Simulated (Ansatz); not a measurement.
# BH9O3Si3: up Jacob's ladder to CCSD(T)

How much do the methods differ for BH9O3Si3? The plan is to run it at one geometry with functionals of several rungs and with coupled cluster. The yardstick is the atomisation energy at the CCSD(T) limit.

The runs use Ansatz 0.2.0, Gaussian basis; functionals in def2-TZVPP, the program's frozen cores in correlated methods.

The runs, in order: LDA (SPW92), PBE-D4, revPBE-D4, BLYP-D4, r2SCAN-D4, B97M-V, PBE0-D4, B3LYP-D4, r2SCANh-D4, r2SCAN0-D4, HSE06-D4, BHLYP-D4, CAM-B3LYP-D4, LC-ωPBE, ωB97X-V, ωB97M-V, B2PLYP, PBE-QIDH; CCSD(T)/def2-SVP; CCSD(T)/def2-TZVPP; MP2/def2-QZVPP; extrapolation to the limit; RPA on PBE.

## Step 1: The relaxed structure

The geometry comes from an earlier relaxation with PBE0-D4 in a triple-zeta def2 set; it is a stationary point, not always the lowest conformer.

16 atoms, charge 0, spin multiplicity 1.

Atoms are counted from 1 here; the program's logs count them from 0.

Bond lengths: Si1–O2 1.655 Å, Si1–H8 1.484 Å, Si1–H9 1.481 Å, Si1–H10 1.484 Å, O2–B3 1.363 Å, B3–O4 1.363 Å, B3–O6 1.363 Å, O4–Si5 1.655 Å, Si5–H11 1.484 Å, Si5–H12 1.484 Å, Si5–H13 1.481 Å, O6–Si7 1.655 Å, Si7–H14 1.484 Å, Si7–H15 1.481 Å, Si7–H16 1.484 Å. Angles: O2–Si1–H8 110.4°, O2–Si1–H9 106.3°, O2–Si1–H10 110.4°, H8–Si1–H9 109.9°, H8–Si1–H10 109.8°, H9–Si1–H10 109.9°, Si1–O2–B3 129.1°, O2–B3–O4 120.0°, O2–B3–O6 120.0°, O4–B3–O6 120.0°, B3–O4–Si5 129.1°, O4–Si5–H11 110.4°, O4–Si5–H12 110.4°, O4–Si5–H13 106.3°, H11–Si5–H12 109.8°, H11–Si5–H13 109.9°, H12–Si5–H13 109.9°, B3–O6–Si7 129.1° and more.

## Step 2: LDA

This LDA is Slater exchange with PW92 correlation.

The input, in.yaml:

```yaml
crystal:
  periodic: [false, false, false]
  atoms:
    - {symbol: Si, position_ang: [1.329815, 0.522755, 2.325631]}
    - {symbol: O, position_ang: [0.025157, 0.273389, 1.337802]}
    - {symbol: B, position_ang: [-0.001828, -0.002420, 0.002813]}
    - {symbol: O, position_ang: [1.164566, -0.104322, -0.695820]}
    - {symbol: Si, position_ang: [1.394507, -0.426820, -2.303035]}
    - {symbol: O, position_ang: [-1.195154, -0.176094, -0.633403]}
    - {symbol: Si, position_ang: [-2.728475, -0.099912, -0.014292]}
    - {symbol: H, position_ang: [2.196942, -0.681176, 2.351876]}
    - {symbol: H, position_ang: [0.784358, 0.781508, 3.678360]}
    - {symbol: H, position_ang: [2.112770, 1.695452, 1.863238]}
    - {symbol: H, position_ang: [0.739701, 0.610100, -3.138511]}
    - {symbol: H, position_ang: [0.850769, -1.764476, -2.645252]}
    - {symbol: H, position_ang: [2.858705, -0.404918, -2.526683]}
    - {symbol: H, position_ang: [-2.912750, -1.127084, 1.040683]}
    - {symbol: H, position_ang: [-3.647699, -0.366930, -1.144819]}
    - {symbol: H, position_ang: [-2.994085, 1.248348, 0.545813]}
basis:
  gaussian: {orbitals: def2-TZVPP}
hamiltonian: {xc: lda}
output: {orbitals: {seedname: orbitals}}
```

Started as:

```console
$ ansatz run in.yaml --threads 2 --pin off --events-out ev --progress --plain --max-ram 20480MiB --backend cuda --devices 0, --max-vram 18GiB
```

Further steps of the session: PBE-D4 (GGA); revPBE-D4 (GGA); BLYP-D4 (GGA); r2SCAN-D4 (meta-GGA); B97M-V (meta-GGA); B3LYP-D4 (hybrid); r2SCANh-D4 (hybrid); r2SCAN0-D4 (hybrid); HSE06-D4 (hybrid); BHLYP-D4 (hybrid); CAM-B3LYP-D4 (range-separated); LC-ωPBE (range-separated); ωB97X-V (range-separated); ωB97M-V (range-separated); B2PLYP (double hybrid); PBE-QIDH (double hybrid); CCSD(T) in def2-SVP; CCSD(T) in def2-TZVPP; MP2 in def2-QZVPP; RPA on PBE orbitals.

**Question.** What will the summary of the whole plan be? Wanted: atomisation energy, CCSD(T)/CBS; farthest beyond LDA; mean size of error, GGA; mean size of error, meta-GGA; mean size of error, hybrid; mean size of error, range-separated; mean size of error, double hybrid; gap, smallest and largest; T1 diagnostic.

**Answer**, as computed:

| quantity | value |
| --- | --- |
| atomisation energy, CCSD(T)/CBS | 5988.1 kJ/mol |
| functionals within 29.9 kJ/mol (0.5 %) | r2SCAN-D4, B97M-V, B3LYP-D4, CAM-B3LYP-D4, ωB97X-V, ωB97M-V |
| farthest beyond LDA | revPBE-D4 (-168.1 kJ/mol) |
| mean size of error, GGA | 89.0 kJ/mol |
| mean size of error, meta-GGA | 5.6 kJ/mol |
| mean size of error, hybrid | 82.5 kJ/mol |
| mean size of error, range-separated | 31.4 kJ/mol |
| mean size of error, double hybrid | 85.4 kJ/mol |
| gap, smallest and largest | 6.31 eV (LDA (SPW92)), 13.73 eV (LC-ωPBE) |
| T1 diagnostic | 0.0123 |
| triples share of the correlation energy | 3.3 % |

What this shows: LDA overbinds by 691.8 kJ/mol (12 %). PBE-D4 is off by -40.4 kJ/mol. Double hybrids carry the basis error of their MP2 part in triple zeta, and no dispersion term here, so their miss is partly the set-up's. By mean error the best rung here is meta-GGA (5.6 kJ/mol) and the worst beyond LDA is GGA (89.0 kJ/mol). The reference freezes the cores and leaves out relativity and excitations past (T), so misses under about 29.9 kJ/mol can't be ranked. Hartree-Fock recovers 76 % of the binding; the rest is correlation. CCSD(T) in def2-SVP is off by -386.4 kJ/mol, worse than the median functional, from the basis alone. The gap grows from 6.3 to 13.7 eV across the functionals, mostly with the share of exact exchange.
